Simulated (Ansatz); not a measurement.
**CH₅ClO₂Si: one species, many methods**

An exercise on one series of results from a longer session: the logs are not shown, and one member is left open.

Computed with Ansatz 0.2.0, Gaussian basis. Level: functionals in def2-TZVPP, the program's frozen cores in correlated methods.

Plan: PBE-D4, r2SCAN-D4, PBE0-D4, B3LYP-D4, ωB97X-V, ωB97M-V, B2PLYP; CCSD(T)/def2-TZVPP; MP2/def2-QZVPP; extrapolation to the limit.

## The relaxed structure

The geometry comes from an earlier relaxation with PBE0-D4 in a triple-zeta def2 set; it is a stationary point, not always the lowest conformer.

SMILES `CO[SiH](O)Cl`, 10 atoms, charge 0, spin multiplicity 1.

Atoms are counted from 1 here; the program's logs count them from 0.

Bond lengths: C1–O2 1.411 Å, C1–H6 1.094 Å, C1–H7 1.090 Å, C1–H8 1.095 Å, O2–Si3 1.623 Å, Si3–O4 1.621 Å, Si3–Cl5 2.059 Å, Si3–H9 1.472 Å, O4–H10 0.959 Å. Angles: O2–C1–H6 111.2°, O2–C1–H7 107.9°, O2–C1–H8 111.2°, H6–C1–H7 109.0°, H6–C1–H8 108.9°, H7–C1–H8 108.6°, C1–O2–Si3 126.5°, O2–Si3–O4 109.2°, O2–Si3–Cl5 108.1°, O2–Si3–H9 113.4°, O4–Si3–Cl5 111.4°, O4–Si3–H9 107.1°, Cl5–Si3–H9 107.6°, Si3–O4–H10 118.6°.

Set-up of the first run:

Contents of in.yaml:

```yaml
crystal:
  periodic: [false, false, false]
  atoms:
    - {symbol: C, position_ang: [-0.120628, -1.625422, 0.206907]}
    - {symbol: O, position_ang: [-0.020465, -0.447189, -0.563764]}
    - {symbol: Si, position_ang: [0.341529, 1.037215, -0.016898]}
    - {symbol: O, position_ang: [0.124977, 2.111917, -1.210823]}
    - {symbol: Cl, position_ang: [-0.881419, 1.443038, 1.589213]}
    - {symbol: H, position_ang: [-0.848700, -1.508132, 1.014838]}
    - {symbol: H, position_ang: [-0.448413, -2.430631, -0.451410]}
    - {symbol: H, position_ang: [0.847243, -1.899153, 0.639127]}
    - {symbol: H, position_ang: [1.734624, 1.169833, 0.438545]}
    - {symbol: H, position_ang: [-0.728739, 2.148525, -1.645725]}
basis:
  gaussian: {orbitals: def2-TZVPP}
hamiltonian: {xc: pbe, dispersion: d4}
output: {forces: true, orbitals: {seedname: orbitals}}
```

Run with:

```bash
ansatz run in.yaml --threads 2 --pin off --events-out ev --progress --plain --max-ram 22528MiB --backend cpu
```

Steps of the session up to this table: PBE-D4 (GGA); r2SCAN-D4 (meta-GGA); PBE0-D4 (hybrid); B3LYP-D4 (hybrid); ωB97X-V (range-separated); ωB97M-V (range-separated); B2PLYP (double hybrid); CCSD(T) in def2-TZVPP; MP2 in def2-QZVPP.

One table of the session follows, with a row left open; its other results are not shown here.

It belongs to the step «Atomisation energies». 

```
            method  atomisation energy (kJ/mol)
            PBE-D4                       3842.5
         r2SCAN-D4                       3807.4
           PBE0-D4                       3772.6
          B3LYP-D4                       3778.6
           ωB97X-V                       3809.0
           ωB97M-V                            ?
            B2PLYP                       3752.3
     HF/def2-TZVPP                       2761.7
    MP2/def2-TZVPP                       3792.0
   CCSD/def2-TZVPP                       3646.1
CCSD(T)/def2-TZVPP                       3701.7
           MP2/CBS                       3905.6
       CCSD(T)/CBS                       3815.3
```

**Question.** Estimate the row for ωB97M-V.

As computed: atomisation energy (kJ/mol): 3814.3. In the column «atomisation energy (kJ/mol)» it lies between ωB97X-V (3809.0) and CCSD(T)/CBS (3815.3).
